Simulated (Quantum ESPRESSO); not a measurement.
Input of a Quantum ESPRESSO 7.5 run:

The input scf.in:

```
&CONTROL
  calculation = 'scf'
  prefix = 'pwscf'
  outdir = './tmp'
  pseudo_dir = './pseudo'
/
&SYSTEM
  ibrav = 0
  nat = 2
  ntyp = 2
  ecutwfc = 82
  nbnd = 14
  occupations = 'smearing'
  smearing = 'fd'
  degauss = 0.00367493
  force_symmorphic = .true.
/
&ELECTRONS
  conv_thr = 4d-10
  electron_maxstep = 120
  mixing_beta = 0.5
/
ATOMIC_SPECIES
Zr    91.2240 Zr.upf
C     12.0110 C.upf
CELL_PARAMETERS angstrom
   0.0000000000    2.3650000000    2.3650000000
   2.3650000000    0.0000000000    2.3650000000
   2.3650000000    2.3650000000    0.0000000000
ATOMIC_POSITIONS crystal
Zr     0.5000000000    0.5000000000    0.5000000000
C      0.0000000000    0.0000000000    0.0000000000
K_POINTS automatic
20 20 20 0 0 0
```

nscf.in

```
&CONTROL
  calculation = 'nscf'
  prefix = 'pwscf'
  outdir = './tmp'
  pseudo_dir = './pseudo'
/
&SYSTEM
  ibrav = 0
  nat = 2
  ntyp = 2
  ecutwfc = 82
  nbnd = 38
  occupations = 'smearing'
  smearing = 'fd'
  degauss = 0.00367493
  force_symmorphic = .true.
/
&ELECTRONS
  conv_thr = 1d-08
  diago_full_acc = .true.
  diago_thr_init = 1d-06
/
ATOMIC_SPECIES
Zr    91.2240 Zr.upf
C     12.0110 C.upf
CELL_PARAMETERS angstrom
   0.0000000000    2.3650000000    2.3650000000
   2.3650000000    0.0000000000    2.3650000000
   2.3650000000    2.3650000000    0.0000000000
ATOMIC_POSITIONS crystal
Zr     0.5000000000    0.5000000000    0.5000000000
C      0.0000000000    0.0000000000    0.0000000000
K_POINTS automatic
20 20 20 0 0 0
```

Potentials or basis: PseudoDojo 0.4.1 SR PBEsol standard.

The run is started by

```console
$ OMP_NUM_THREADS=1 pw.x -in scf.in > scf.out
$ OMP_NUM_THREADS=1 pw.x -in nscf.in > nscf.out
```

Problem. What does it give for the band gap on the k mesh, mean-field level?

Solution. None (metal or under the smearing width).
